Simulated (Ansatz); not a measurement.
Working through a single point from an input written key by key of C2H9BOSi, SMILES BOC(C)[SiH3]

Computed with Ansatz's Python interface.

The script reads `input.yaml`:
```yaml
crystal:
  periodic: [false, false, false]
  atoms:
    - { symbol: B, position_ang: [-1.6168, 1.5708, 0.1717] }
    - { symbol: O, position_ang: [-1.2518, 0.2601, -0.2561] }
    - { symbol: C, position_ang: [0.0236, -0.0129, 0.202] }
    - { symbol: C, position_ang: [1.1822, 0.4808, -0.7911] }
    - { symbol: Si, position_ang: [0.2086, -1.8789, 0.4068] }
    - { symbol: H, position_ang: [-2.2337, 1.7866, 1.1826] }
    - { symbol: H, position_ang: [-1.4278, 2.544, -0.5389] }
    - { symbol: H, position_ang: [0.3074, 0.4333, 1.2189] }
    - { symbol: H, position_ang: [0.9313, 0.0392, -1.7462] }
    - { symbol: H, position_ang: [2.1303, 0.1967, -0.4193] }
    - { symbol: H, position_ang: [1.0545, 1.5758, -0.8599] }
    - { symbol: H, position_ang: [-0.7743, -2.3271, 1.4143] }
    - { symbol: H, position_ang: [1.5047, -2.1777, 0.8955] }
    - { symbol: H, position_ang: [-0.0511, -2.52, -0.8515] }
basis:
  gaussian: { orbitals: def2-SVP }
hamiltonian:
  xc: pbe0
output:
  forces: true
```

Interactive session:
```pycon
>>> import ansatz as az
>>> import numpy as np
>>> session = az.Session.from_deck("input.yaml")
>>> rep = session.plan(threads=1).execute().report
>>> print(f"E = {rep['free_energy_ev']:.6f} eV = {rep['free_energy_ev'] / 27.211386246:.7f} Ha")
E = -12805.442283 eV = -470.5913241 Ha
>>> print("converged:", rep["converged"], " doubts:", rep["published_state_doubts"] or "none")
converged: True  doubts: none
>>> symbols = ["B", "O", "C", "C", "Si", "H", "H", "H", "H", "H", "H", "H", "H", "H"]
>>> field = rep["mean_field"]
>>> print("<S^2> =", round(abs(field["state"]["spin_squared"]), 4), " all-electron relativity setting:", field["relativity"])
<S^2> = 0.0  all-electron relativity setting: none
>>> print("passes:", field["passes"])
passes: {'evaluations': 15, 'products': 12}
>>> if "symmetry" in field:
...     print("occupied orbitals by irrep:", field["symmetry"]["occupied"])
...
occupied orbitals by irrep: [{'A': 24}, {'A': 24}]
>>> print("forces (eV/A)")
forces (eV/A)
>>> for symbol, f in zip(symbols, rep["forces_ev_ang"]):
...     print(f"  {symbol:2s} {f[0]:9.4f} {f[1]:9.4f} {f[2]:9.4f}")
...
  B    -0.2524   -1.0303   -1.1617
  O    -1.2743    2.4684    0.6460
  C     3.2725   -0.1502    0.2914
  C    -3.4459    0.6417    0.9142
  Si   -1.3616    0.6588    0.6332
  H     0.0622   -0.3810    0.3924
  H     0.2904   -0.2277   -0.0594
  H    -0.7138   -0.2052   -0.7333
  H     0.2972   -0.1801   -0.7109
  H     1.4497   -0.3144    0.3769
  H     0.4943   -0.1135   -0.2067
  H    -0.2490   -0.2296    0.1932
  H     1.5794   -0.3770    0.4661
  H    -0.1489   -0.5598   -1.0414
>>> charges = rep["charge_distribution"]
>>> dipole = np.array(charges["dipole_moment_e_ang"]) * 4.803205
>>> print("dipole (D): {:.3f} {:.3f} {:.3f}, length {:.3f}".format(*dipole, np.linalg.norm(dipole)))
dipole (D): 1.139 0.559 0.325, length 1.310
>>> print("atom  Mulliken   Lowdin")
atom  Mulliken   Lowdin
>>> for symbol, m, l in zip(symbols, charges["mulliken_charges_e"], charges["lowdin_charges_e"]):
...     print(f"{symbol:4s} {m:9.3f} {l:8.3f}")
...
B        0.201   -0.096
O       -0.291    0.173
C       -0.186   -0.140
C       -0.031    0.025
Si       0.393    0.310
H       -0.046   -0.049
H       -0.051   -0.051
H        0.066    0.027
H        0.057    0.008
H        0.049    0.001
H        0.051    0.012
H       -0.069   -0.073
H       -0.078   -0.079
H       -0.064   -0.070
```

Reading the output:
- Total energies depend on the basis set; only differences at equal settings carry meaning.
- The geometry is a force-field or estimated start, not a minimum of this method, and the basis set is short of its limit.
- The Löwdin charges here are taken after orthogonalising the functions within each atom; they differ from plain Löwdin charges, and their signs can be unphysical.
- Wall time of the script: 6.3 s on 1 thread of Arm Neoverse V1, with other jobs on the host, peak memory 0.3 GiB.
